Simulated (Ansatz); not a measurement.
# AlBF2H2: small, medium and large basis sets

One table from this session's results is given with a row withheld; the runs are named, their logs left out.

Computed with Ansatz 0.2.0, Gaussian basis. Level: one geometry, several basis sets.

Levels to be run: PBE0-D4/def2-SVP; ωB97M-V/def2-SVP; PBE0-D4/def2-QZVPP; ωB97M-V/def2-QZVPP; the functionals' def2-TZVPP values are taken from earlier runs.

## The geometry

All runs share one geometry, relaxed beforehand with PBE0-D4 in a triple-zeta def2 set.

SMILES `F[B](F)[AlH2]`, 6 atoms, charge 0, spin multiplicity 1.

Atoms are counted from 1 here; the program's logs count them from 0.

Bond lengths: F1–B2 1.326 Å, B2–F3 1.326 Å, B2–Al4 2.156 Å, Al4–H5 1.587 Å, Al4–H6 1.587 Å. Angles: F1–B2–F3 114.9°, F1–B2–Al4 122.6°, F3–B2–Al4 122.6°, B2–Al4–H5 120.2°, B2–Al4–H6 120.1°, H5–Al4–H6 119.7°.

The first run:

The input, in.yaml:

```yaml
crystal:
  periodic: [false, false, false]
  atoms:
    - {symbol: F, position_ang: [1.404856, -1.299361, 0.963637]}
    - {symbol: B, position_ang: [0.273440, -1.030280, 0.326821]}
    - {symbol: F, position_ang: [-0.514117, -2.077019, 0.121531]}
    - {symbol: Al, position_ang: [-0.245904, 0.957541, -0.325427]}
    - {symbol: H, position_ang: [0.183164, 1.461115, -1.767944]}
    - {symbol: H, position_ang: [-1.059240, 1.924005, 0.635281]}
basis:
  gaussian: {orbitals: def2-SVP}
hamiltonian: {xc: pbe0, dispersion: d4}
output: {orbitals: {seedname: orbitals}}
```

The run is started by

```sh
ansatz run in.yaml --threads 2 --pin off --events-out ev --progress --plain --max-ram 4352MiB
```

Among the steps run: PBE0-D4 in def2-SVP; ωB97M-V in def2-SVP; PBE0-D4 in def2-QZVPP; ωB97M-V in def2-QZVPP.

One of the session's tables, all rows but one given; the rest of the session is left out.

It belongs to the step «Density functionals: the series». 

```
functional       basis  HOMO (eV)  LUMO (eV)
   PBE0-D4    def2-SVP      -8.06      -1.98
   PBE0-D4  def2-TZVPP      -8.15      -2.02
   PBE0-D4  def2-QZVPP          ?          ?
   ωB97M-V    def2-SVP     -10.18      -0.29
   ωB97M-V  def2-TZVPP     -10.30      -0.40
   ωB97M-V  def2-QZVPP     -10.32      -0.52
```

Estimate the missing values for PBE0-D4, def2-QZVPP.

**Answer.** HOMO (eV): -8.16; LUMO (eV): -2.04. In the column «HOMO (eV)» it lies between ωB97M-V, def2-SVP (-10.18) and PBE0-D4, def2-TZVPP (-8.15).
